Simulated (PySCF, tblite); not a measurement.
**C4H9ClSSi: geometry, infrared bands and NMR shifts**

What infrared bands and NMR shifts should C4H9ClSSi (`CS[Si@@H](Cl)C1CC1`) show?

Programs: tblite 0.8.0 and PySCF 2.14.0, with density-fitted response routines of our own. Each step states its level of theory. These are calculated values for one molecule in the gas phase, unless marked as measured. Atoms are numbered from 0 throughout.

**1. The molecule as given**

16 atoms, charge 0, multiplicity 1; geometry from: force field or distance geometry start.

Bonds of the start (Å): C0–S1 1.83, S1–Si2 2.14, Si2–Cl3 2.09, Si2–C4 1.88, C4–C5 1.50, C5–C6 1.52, C6–C4 1.50, C0–H7 1.10, C0–H8 1.10, C0–H9 1.11, Si2–H10 1.46, C4–H11 1.12, C5–H12 1.12, C5–H13 1.09, C6–H14 1.11, C6–H15 1.10.

**2. Geometry optimisation with GFN2-xTB**

The job: settings as JSON, then the geometry in Å.

```
{"job": {"kind": "relax", "xc": "GFN2-xTB", "basis": "xTB"}, "charge": 0, "multiplicity": 1}
C      3.450300    -0.205700     0.353900
S      2.025300     0.028800    -0.772200
Si     0.246800    -0.644200     0.218500
Cl     0.423400    -0.203100     2.255000
C     -1.273200     0.257500    -0.430200
C     -2.635100    -0.177700     0.039200
C     -1.984300     1.079400     0.601600
H      3.332100    -1.131500     0.928800
H      3.517400     0.694200     0.983900
H      4.349500    -0.267800    -0.286700
H      0.069200    -2.079800     0.005900
H     -1.239000     0.637300    -1.483400
H     -2.666100    -1.018200     0.771400
H     -3.524700    -0.000000    -0.568500
H     -1.713800     1.007400     1.673700
H     -2.385300     2.032400     0.232600
```

Launch:

```bash
> OMP_NUM_THREADS=1 python probes_run.py task.json out
```

The driver reads the jobs from task.json and runs them one after another.

**Question.** This job is followed by: GFN2-xTB harmonic vibrations, gas phase; GIAO PBE0/pcSseg-1 NMR shielding, non-relativistic, gas phase. Predict these results of the whole session: strongest single infrared mode (GFN2-xTB); zero-point energy (GFN2-xTB); ¹³C shifts against TMS (PBE0/pcSseg-1); ¹H shifts against TMS (PBE0/pcSseg-1, means over atoms taken as alike); ³³S shifts against CS2 (PBE0/pcSseg-1); ²⁹Si shifts against TMS (PBE0/pcSseg-1); ³⁵Cl shifts against HCl (PBE0/pcSseg-1).

The runs gave:

| quantity | value |
| --- | --- |
| strongest single infrared mode (GFN2-xTB) | 655 cm⁻¹, 278 km/mol |
| zero-point energy (GFN2-xTB) | 75.2 kcal/mol |
| ¹³C shifts against TMS (PBE0/pcSseg-1) | 13.4, 4.8, 4.7, -0.3 ppm |
| ¹H shifts against TMS (PBE0/pcSseg-1, means over atoms taken as alike) | 5.72, 2.15, 0.80, 0.79, 0.79, 0.32, -0.06 ppm |
| ³³S shifts against CS2 (PBE0/pcSseg-1) | -139 ppm |
| ²⁹Si shifts against TMS (PBE0/pcSseg-1) | 22.7 ppm |
| ³⁵Cl shifts against HCl (PBE0/pcSseg-1) | -6 ppm |

What this shows: Relaxing lowered the energy by 0.364 eV in 102 steps; the close pair that moved most is Si2–Cl3, from 2.091 to 2.025 Å. All 42 modes are real, so the xTB geometry is a minimum. The strongest single mode, at 655 cm⁻¹, moves mainly H10. GFN2-xTB is a fitted tight-binding method: band positions and strengths are rough. Its intensities can rank the bands wrongly.
